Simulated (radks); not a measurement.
**Taking charge from the 5p level of Ce in fractions**

One table from this session's results is given with a row withheld; the runs are named, their logs left out.

Program: radks (a radial shooting solver on a logarithmic mesh, Libxc functionals) version 1. Level of theory: scalar-relativistic Kohn-Sham, SCAN, spin-unpolarised, spherical densities, finite nucleus. These are calculated values, not measurements, unless marked.

### The atom as given

```
element            : cerium (Z = 58)
charge             : 0
electrons          : 58
configuration      : [Xe] 4f1 5d1 6s2
nuclear rms radius : 4.8771 fm
```

The outer shells:

Ce
```
[Xe] core
4f [↑ ][  ][  ][  ][  ][  ][  ]
5d [↑ ][  ][  ][  ][  ]
6s [↑↓]
```

Set-up of the first run:

The run's settings:

```text
Z 58
configuration [Xe] 4f1 5d1 6s2
relativity scalar-relativistic
functional scan,scan
spin unpolarised
nucleus finite rms 4.8771 fm
c 137.035999084
```

Steps of the session up to this table: Start: [Xe] 4f1 5d1 6s2.

One table of the session follows, with a row left open; its other results are not shown here.

It belongs to the step «Start: [Xe] 4f1 5d1 6s2». Sizes of the orbitals, from the radial functions (bohr):

```
level     <r>  outermost maximum (interpolated)  90 % within  nodes
   4s  0.6374                             0.593        0.914      3
   4p  0.6748                             0.619        0.981      2
   4d  0.7450                             0.652         1.12      1
   5s   1.522                              1.37         2.19      4
   5p       ?                                 ?            ?      ?
   4f   1.111                             0.707         1.92      0
   6s   4.386                              3.74         6.41      5
   5d   2.956                              2.22         4.76      2
```

Estimate the missing values for 5p.

As computed: <r>: 1.760; outermost maximum (interpolated): 1.54; 90 % within: 2.57; nodes: 3. In the column «<r>» it lies between 5s (1.522) and 5d (2.956).
